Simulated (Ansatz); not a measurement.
# BeNi: the cost of one run

All numbers are computed with the Python package of Ansatz 0.2.0. Level of theory: DFT PBEsol, plane waves, PAW.

### Step 1. The system

The structure is cubic, space group Pm-3m (No. 221). Conventional cell: a = 2.587 Å, b = 2.587 Å, c = 2.587 Å, α = 90.00°, β = 90.00°, γ = 90.00°. Be (site symmetry m-3m) is surrounded by 8 Ni at 2.24 Å. Around Ni (site symmetry m-3m) lie 8 Be at 2.24 Å.

The script holds or builds the structure itself.

### Step 2. The code

File run_eos.py:

```python
from dataclasses import dataclass
import warnings

import ansatz as az
import numpy as np
from scipy.optimize import curve_fit


@dataclass(frozen=True)
class Options:
    functional: str = "PBEsol"
    cutoff: int = 550
    mesh: tuple[int, ...] = (11, 11, 11)


opts = Options()

vectors0 = np.array([
    [2.587, 0.0, 0.0],
    [0.0, 2.587, 0.0],
    [0.0, 0.0, 2.587],
])
sites = [
    ("Be", (0.0, 0.0, 0.0), 0.0),
    ("Ni", (0.5, 0.5, 0.5), 1.0),
]


def on_lattice(cell):
    crystal = az.Crystal(lattice=az.Lattice.of(cell))
    for symbol, position, moment in sites:
        crystal = crystal.atom(symbol, position, moment=moment or None)
    return crystal

def vinet(v, e0, v0, b0, b1):
    eta = (v / v0) ** (1 / 3)
    return e0 + 2 * b0 * v0 / (b1 - 1) ** 2 * (2 - (5 + 3 * b1 * (eta - 1) - 3 * eta) * np.exp(-1.5 * (b1 - 1) * (eta - 1)))

warnings.simplefilter("ignore", az.DeckWarning)

volumes, energies = [], []
for scale in np.linspace(0.95, 1.07, 5):
    cell = vectors0 * scale ** (1 / 3)
    setup = (
        on_lattice(cell).calculation()
        .functional(opts.functional)
        .spin(az.SpinTreatment.COLLINEAR)
        .pseudopotentials("paw")
        .basis(opts.cutoff)
        .occupations(az.OccupationsMethod.FERMI_DIRAC)
        .kpoints(*opts.mesh)
    )
    r = setup.run(threads=1).report
    volumes.append(abs(np.linalg.det(cell)) / len(sites))
    energies.append(r["free_energy_ev"] / len(sites))
    print(f"V = {volumes[-1]:8.4f} A^3/atom  F = {energies[-1]:.5f} eV/atom")

guess = (min(energies), volumes[int(np.argmin(energies))], 0.5, 4.5)
(e0, v0, b0, b1), _ = curve_fit(vinet, np.array(volumes), np.array(energies), p0=guess, maxfev=20000)
print(f"Vinet fit: V0 = {v0:.4f} A^3/atom, B0 = {160.21766 * b0:.1f} GPa, B1 = {b1:.2f}")
print("largest residual", round(1000 * float(np.abs(vinet(np.array(volumes), e0, v0, b0, b1) - energies).max()), 3), "meV/atom")
```

### Step 3. What the engine is handed

The package turns the script's settings into the engine's input (first run):

```yaml
crystal:
  lattice:
    - [2.543144070035662, 0.0, 0.0]
    - [0.0, 2.543144070035662, 0.0]
    - [0.0, 0.0, 2.543144070035662]
  atoms:
    - { symbol: Be, position: [0.0, 0.0, 0.0] }
    - { symbol: Ni, position: [0.5, 0.5, 0.5], spin: 1.0 }
basis:
  ecutwfc: 550.0
kpoints:
  mp_grid:
    grid: [11, 11, 11]
hamiltonian:
  xc: pbesol
  pseudopotentials:
    kind: paw
magnetization:
  spin_polarized: true
scf:
  occupations:
    method: fermi_dirac
```

### Step 4. The run

Started as:

```
$ python run_eos.py
```

**Question.** How long does this script take on 1 thread of Arm Neoverse V2, shared host, and how much memory does it need?

About 16 s, with a peak of 0.42 GiB.
